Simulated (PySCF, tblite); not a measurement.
# C6H9O2 radical: geometry, infrared bands and EPR parameters

Wanted: the infrared bands and EPR parameters of C6H9O2 radical (`COCC(=O)[C]1CC1`), by calculation.

Programs: tblite 0.8.0 and PySCF 2.14.0, with density-fitted response routines of our own. Each step states its level of theory. These are calculated values for one molecule in the gas phase, unless marked as measured. Atoms count from 0, in the outputs and in this text.

### Step 1. The starting structure

17 atoms, charge 0, multiplicity 2; geometry from: force field or distance geometry start.

Bonds of the start (Å): C0–O1 1.38, O1–C2 1.35, C2–C3 1.47, C3–O4 1.20, C3–C5 1.52, C5–C6 1.52, C6–C7 1.52, C7–C5 1.48, C0–H8 1.09, C0–H9 1.11, C0–H10 1.12, C2–H11 1.14, C2–H12 1.12, C6–H13 1.11, C6–H14 1.12, C7–H15 1.13, C7–H16 1.09.

### Step 2. Relaxing the molecule with GFN2-xTB

What the job is given:

```
{"job": {"kind": "relax", "xc": "GFN2-xTB", "basis": "xTB"}, "charge": 0, "multiplicity": 2}
C      2.497600    -0.262000    -0.388400
O      2.252800     0.446600     0.769300
C      0.939000     0.685800     0.949400
C      0.032900    -0.469100     1.090400
O      0.329100    -1.630000     1.139200
C     -1.446100    -0.156200     1.226500
C     -1.897200     0.668300     0.035200
C     -2.403300    -0.746100     0.268000
H      1.975000    -1.218300    -0.352300
H      3.588000    -0.424200    -0.516500
H      2.103100     0.368800    -1.227200
H      0.853500     1.361100     1.858900
H      0.490700     1.303400     0.131300
H     -1.214700     0.750800    -0.839900
H     -2.526600     1.534800     0.356100
H     -3.466600    -0.752800     0.655800
H     -2.114100    -1.448800    -0.516100
```

Launch:

```
OMP_NUM_THREADS=1 python probes_run.py task.json out
```

The driver reads the jobs from task.json and runs them one after another.

**Question.** This job is followed by: GFN2-xTB harmonic vibrations, gas phase; UKS B3LYP, pcH-1 on C H O, non-relativistic, mean-field spin-orbit, GIAO. What will the session give for the following? strongest single infrared mode (GFN2-xTB); zero-point energy (GFN2-xTB); g(iso) (B3LYP); ⟨S²⟩; largest a(iso) (averaged by class); potential on the surface of density 0.002 e/bohr³, 1st and 99th percentile.

As calculated:

| quantity | value |
| --- | --- |
| strongest single infrared mode (GFN2-xTB) | 1552 cm⁻¹, 186 km/mol |
| zero-point energy (GFN2-xTB) | 84.3 kcal/mol |
| g(iso) (B3LYP) | 2.00502 |
| ⟨S²⟩ | 0.763 (exact 0.75) |
| largest a(iso) (averaged by class) | 13C on C5, 93.8 MHz |
| potential on the surface of density 0.002 e/bohr³, 1st and 99th percentile | -1.71 V and 1.18 V |

What this shows: The optimisation took 132 steps and gained 1.191 eV; among the close pairs (by a distance rule), C3–C5 changed most, from 1.518 to 1.395 Å. All 45 modes are real, so the xTB geometry is a minimum. The strongest single mode, at 1552 cm⁻¹, has its largest shares on C5, C3 and O4 (the list is cut at 3 atoms). GFN2-xTB is a fitted tight-binding method: band positions and strengths are rough. Its intensities can rank the bands wrongly. The largest share of the spin, 0.77 e, sits on C5. The isotropic g lies 2.7 ppt above the free-electron value.
